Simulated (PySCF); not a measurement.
# C3H7NSi: the cost of one run

Computed with PySCF 2.14.0, with density-fitted response routines of our own, on a single molecule in the gas phase. Atoms are numbered from 0 throughout.

**1. Starting geometry**

12 atoms, charge 0, multiplicity 1; geometry from: GFN2-xTB. The atoms were then displaced at random by about 0.01 Å, so the start is not that level's minimum.

Bonds of the start (Å): C0–C1 1.22, C1–Si2 1.86, Si2–C3 1.85, Si2–N4 1.73, C0–H5 1.04, Si2–H6 1.48, C3–H7 1.09, C3–H8 1.06, C3–H9 1.12, N4–H10 1.01, N4–H11 1.02.

**2. Relaxing the molecule at PBE0-D3(BJ)/def2-SVP**

What the job is given:

```
{"job": {"xc": "PBE0", "basis": "def2-SVP", "d3": "d3bj", "grid": 1, "shake": 0.01, "kind": "geom"}, "charge": 0, "multiplicity": 1}
C      2.582980     1.031390    -0.429020
C      1.496160     0.640720    -0.049550
Si    -0.157490     0.020150     0.547230
C     -1.494400     0.512480    -0.640600
N     -0.006970    -1.703980     0.496320
H      3.489240     1.415990    -0.776810
H     -0.366300     0.611790     1.889120
H     -1.614200     1.595050    -0.696580
H     -1.335320     0.151330    -1.621840
H     -2.486490     0.104090    -0.306500
H     -0.840530    -2.267890     0.594420
H      0.773000    -2.139390     0.984790
```

Started as:

```
> OMP_NUM_THREADS=1 python probes_run.py task.json out
```

This one command runs all jobs of the session in turn.

Q: Estimate the wall time and peak memory of this first job on 1 thread of Arm Neoverse V1, shared host.

About 25 s, with a peak of 0.45 GiB.
